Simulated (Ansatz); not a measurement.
# Mo: the cost of one run

Computed with Ansatz 0.2.0 (DFT PBE, scalar-relativistic, plane waves, PAW, unless a step's input says otherwise).

### 1 The system as given

The structure is cubic, space group Im-3m (No. 229). The conventional cell has a = 3.147 Å, b = 3.147 Å, c = 3.147 Å, α = 90.00°, β = 90.00°, γ = 90.00°. Around Mo (site symmetry m-3m) lie 8 Mo at 2.73 Å.

Coordinates:

```cif
data_structure
_symmetry_space_group_name_H-M 'P 1'
_symmetry_Int_Tables_number 1
_cell_length_a 2.7252
_cell_length_b 2.7252
_cell_length_c 2.7252
_cell_angle_alpha 109.471
_cell_angle_beta 109.471
_cell_angle_gamma 109.471
_cell_volume 15.58
loop_
_atom_site_label
_atom_site_type_symbol
_atom_site_fract_x
_atom_site_fract_y
_atom_site_fract_z
_atom_site_occupancy
Mo1 Mo 0.00000 0.00000 0.00000 1
```

The structure comes from the Crystallography Open Database.

### 2 Ground state at the listed geometry

Input file input.yaml:

```yaml
crystal:
  lattice:
    - [-1.573415, 1.573415, 1.573415]
    - [1.573415, -1.573415, 1.573415]
    - [1.573415, 1.573415, -1.573415]
  atoms:
    - { symbol: Mo, position: [0.0, 0.0, 0.0] }
basis:
  ecutwfc: 420
  fft_grid_basis: typed
kpoints:
  mp_grid: { grid: [16, 16, 16] }
hamiltonian:
  xc: pbe
scf:
  occupations: { method: gaussian, width: 0.05 }
output:
  forces: true
  stress: true
  eigenvalues: true
  bader: true
  write_density: true
  volumetric_format: npy
  elf: true
```

Run with:

```
$ ansatz run input.yaml --threads 2 --pin off --max-ram 4096MiB --backend cpu --events-out ev --progress --plain --runs-dir out
```

**Question.** How long does this run take on 2 threads of AMD EPYC 9R45 (Zen 5), shared host, and how much memory does it need?

About 2.5 s, with a peak of 0.36 GiB.
